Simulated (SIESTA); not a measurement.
Runs of SIESTA 5.4.2 on Ti3S2. The structure is trigonal, space group R32 (No. 155). Conventional cell: a = 5.426 Å, b = 5.426 Å, c = 9.713 Å, α = 90.00°, β = 90.00°, γ = 120.00°. Ti (site symmetry 2) has 4 S at 2.42 to 2.44 Å as nearest neighbours. S (site symmetry 3) is surrounded by 6 Ti at 2.42 to 2.44 Å. The cell comes from a database or a generator and needn't be the stable form of this composition.

| task | level | potentials or basis | k mesh | mesh quality | gap on the mesh (eV) | pressure (GPa) | V0 of scaled cells (Å³/atom) | B0 (GPa) | largest force (eV/Å) |
| --- | --- | --- | --- | --- | --- | --- | --- | --- | --- |
| equation of state | LDA | PseudoDojo 0.4 standard (LDA files), DZP (energy shift 0.003 Ry; two zetas on semicore shells) | 4 × 4 × 4 | coarse | - | - | 15.69 | 145 | - |
| band structure | LDA | PseudoDojo 0.4 standard (LDA files), DZP (energy shift 0.003 Ry; two zetas on semicore shells) | 6 × 6 × 6 | not flagged | none | -6.6 | - | - | (c) |
| equation of state | PBEsol | PseudoDojo 0.4 standard (PBEsol files), DZP (energy shift 0.003 Ry; two zetas on semicore shells) | 6 × 6 × 6 | not flagged | - | - | (b) | 136 | - |
| band structure | PBEsol | PseudoDojo 0.4 standard (PBEsol files), DZP (energy shift 0.003 Ry; two zetas on semicore shells) | 6 × 6 × 6 | not flagged | none | (a) | - | - | 0.05 |

Alike in all rows: no spin polarisation; cell as given; smearing fermi-dirac 0.05 eV; grid cutoff 800 Ry; energy shift 0.003 Ry.

**Question.** Estimate the missing entries.

**Answer.** (a) -3.2; (b) 16.10; (c) 0.07.

Caveats: some runs use coarse meshes; the basis of atomic orbitals isn't converged, which shifts pressures, moduli and gaps; the cell was scaled at fixed shape and fractional positions, which overstates the stiffness of a crystal with free parameters, most of all of layers and chains (some runs).

A k mesh can miss the band edges.

A gap of «none» marks a metal or a gap under the smearing width.

Not every run made on this cell is shown here.
